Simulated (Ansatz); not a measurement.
# CH4S2Si: the cost of one run

All numbers below are computed with Ansatz 0.2.0 (RKS B3LYP-D4/def2-SVP).

## Step 1: The structure to begin with

Bond lengths: C1–Si2 1.759 Å, Si2–S3 2.096 Å, Si2–S4 2.170 Å, S3–S4 2.005 Å, C1–H5 1.145 Å, C1–H6 1.141 Å, C1–H7 1.104 Å, Si2–H8 1.447 Å. Angles: C1–Si2–S3 112.3°, C1–Si2–S4 112.5°, C1–Si2–H8 125.5°, S3–Si2–S4 56.0°, S3–Si2–H8 114.5°, S4–Si2–H8 116.2°, Si2–C1–H5 112.8°, Si2–C1–H6 114.0°, Si2–C1–H7 116.6°, H5–C1–H6 102.5°, H5–C1–H7 105.1°, H6–C1–H7 104.4°, Si2–S3–S4 63.9°, Si2–S4–S3 60.1°.

Coordinates:

```xyz
8

C    -0.4892    0.8485   -0.3400
Si   -0.0280   -0.6594    0.4404
S     2.0298   -0.7597    0.8244
S     1.3729   -1.8138   -0.7492
H    -1.4302    0.7453   -0.9849
H    -0.7785    1.6788    0.3876
H     0.2628    1.3128   -1.0010
H    -0.8474   -1.4095    1.3670
```

## Step 2: Relaxing end A

input.yaml reads:

```yaml
crystal:
  periodic: [false, false, false]
  atoms:
    - { symbol: C, position_ang: [-0.4892, 0.8485, -0.34] }
    - { symbol: Si, position_ang: [-0.028, -0.6594, 0.4404] }
    - { symbol: S, position_ang: [2.0298, -0.7597, 0.8244] }
    - { symbol: S, position_ang: [1.3729, -1.8138, -0.7492] }
    - { symbol: H, position_ang: [-1.4302, 0.7453, -0.9849] }
    - { symbol: H, position_ang: [-0.7785, 1.6788, 0.3876] }
    - { symbol: H, position_ang: [0.2628, 1.3128, -1.001] }
    - { symbol: H, position_ang: [-0.8474, -1.4095, 1.367] }
basis:
  gaussian: { orbitals: def2-SVP }
hamiltonian:
  xc: b3lyp
  dispersion: d4
relax:
  f_tol: 0.015
  max_steps: 40
output:
  orbitals: {}
```

Run with:

```bash
> ansatz run input.yaml --threads 1 --pin off --max-ram 2048MiB --backend cpu --events-out ev --progress --plain --runs-dir out
```

**Question.** How long does this run take on 1 thread of AMD EPYC 9R45 (Zen 5), shared host, and how much memory does it need?

About 13 s, with a peak of 0.2 GiB.
